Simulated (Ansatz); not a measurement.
Consider an atomisation energy of C2H3NTe, SMILES [TeH]C1=NC1 (Ansatz 0.2.0, Python API).

`run_tae.py`:
```python
"""Atomisation energy of C2H3NTe at the given geometry."""

from collections import Counter

import ansatz as az


def single_point(molecule, charge=0, unpaired=0):
    calc = molecule.calculation().basis(gaussian="def2-SVP").correlation("mp2", electrons="valence")
    if charge:
        calc = calc.charge(charge)
    if unpaired:
        calc = calc.spin("collinear", total=unpaired)
    report = calc.run(threads=1).report
    if report["published_state_doubts"]:
        print("  doubts:", report["published_state_doubts"])
    return report["free_energy_ev"]

system = (
    az.Crystal.molecule()
    .atom("Te", (-1.5768, 0.1142, -1.6216))
    .atom("C", (-0.2817, -0.3298, -0.0761))
    .atom("N", (-0.0436, -0.9215, 1.1511))
    .atom("C", (1.0336, -0.284, 0.4614))
    .atom("H", (-2.0094, 1.6452, -0.8549))
    .atom("H", (1.2364, 0.704, 0.8971))
    .atom("H", (1.7027, -0.9961, -0.0027))
)

# Hund ground states
unpaired = {"Te": 2, "C": 2, "N": 3, "H": 1}
counts = Counter(site.symbol for site in system.cartesian_sites)
atom_energy = {s: single_point(az.Crystal.molecule().atom(s, (0, 0, 0)), 0, unpaired[s]) for s in counts}
whole = single_point(system, 0, 0)
for s, e in atom_energy.items():
    print(f"{s:2s} x{counts[s]}  {e:14.5f} eV")
print(f"C2H3NTe: {whole:.5f} eV")
split = sum(counts[s] * e for s, e in atom_energy.items()) - whole
print(f"atomisation energy (no zero-point term): {split:.3f} eV, {split / sum(counts.values()):.3f} eV an atom")
```

What does it cost to take this molecule apart into atoms?

23.419 eV from the electronic energies, without the zero-point term.

What the script printed:

```console
$ python run_tae.py
Te x1     -7267.45784 eV
C  x2     -1025.74186 eV
N  x1     -1480.46595 eV
H  x3       -13.58606 eV
C2H3NTe: -10863.58436 eV
atomisation energy (no zero-point term): 23.419 eV, 3.346 eV an atom
```

What to keep in mind:
- These settings explore the input space; basis and method may be short of convergence.
- The geometry is a force-field or estimated start, not a minimum of this method, and the basis set is short of its limit. All parts are taken at fixed geometry, without zero-point energy.
- def2 sets replace the cores of elements past krypton by effective core potentials.
- In double-zeta sets correlated atomisation energies come out some 10 to 15 % low.
- The spin-orbit lowering of heavy atoms is left out.
- Finished in 1.9 s on 1 thread of Intel(R) Xeon(R) 6975P-C (Granite Rapids), on a shared host, peak memory 0.22 GiB.

(Lines on the test bed's own set-up are left out of the output.)
